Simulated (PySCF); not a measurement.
# C2H7ClO2Si: the cost of one run

Computed with PySCF 2.14.0, with density-fitted response routines of our own, on a single molecule in the gas phase. Atoms count from 0, in the outputs and in this text.

## Step 1: The starting structure

13 atoms, charge 0, multiplicity 1; geometry from: GFN2-xTB. The atoms were then displaced at random by about 0.01 Å, so the start is not that level's minimum.

Bonds of the start (Å): C0–O1 1.38, O1–Si2 1.61, Si2–Cl3 1.98, Si2–O4 1.62, O4–C5 1.40, C0–H6 1.07, C0–H7 1.12, C0–H8 1.12, Si2–H9 1.47, C5–H10 1.09, C5–H11 1.09, C5–H12 1.07.

## Step 2: Optimising the geometry at PBE0-D3(BJ)/def2-SVP

The job: settings as JSON, then the geometry in Å.

```
{"job": {"xc": "PBE0", "basis": "def2-SVP", "d3": "d3bj", "grid": 1, "shake": 0.01, "kind": "geom"}, "charge": 0, "multiplicity": 1}
C     -2.265360    -0.627160    -0.340960
O     -0.899600    -0.444710    -0.352170
Si    -0.030290     0.911850    -0.279980
Cl    -0.477490     2.197250    -1.723640
O      1.511690     0.530000    -0.616820
C      2.388460    -0.369500    -0.008350
H     -2.496560    -1.601560    -0.723570
H     -2.750650     0.149880    -0.986140
H     -2.674940    -0.498590     0.690560
H     -0.164110     1.556820     1.038070
H      2.621580    -1.163120    -0.715490
H      1.964310    -0.825000     0.892280
H      3.278800     0.166960     0.254620
```

Started as:

```
$ OMP_NUM_THREADS=1 python probes_run.py task.json out
```

One launch serves the whole session: the jobs run in the order shown.

**Question.** How long does this first job take on 1 thread of Arm Neoverse V1, shared host, and how much memory does it need?

About 3.5 min, with a peak of 0.53 GiB.
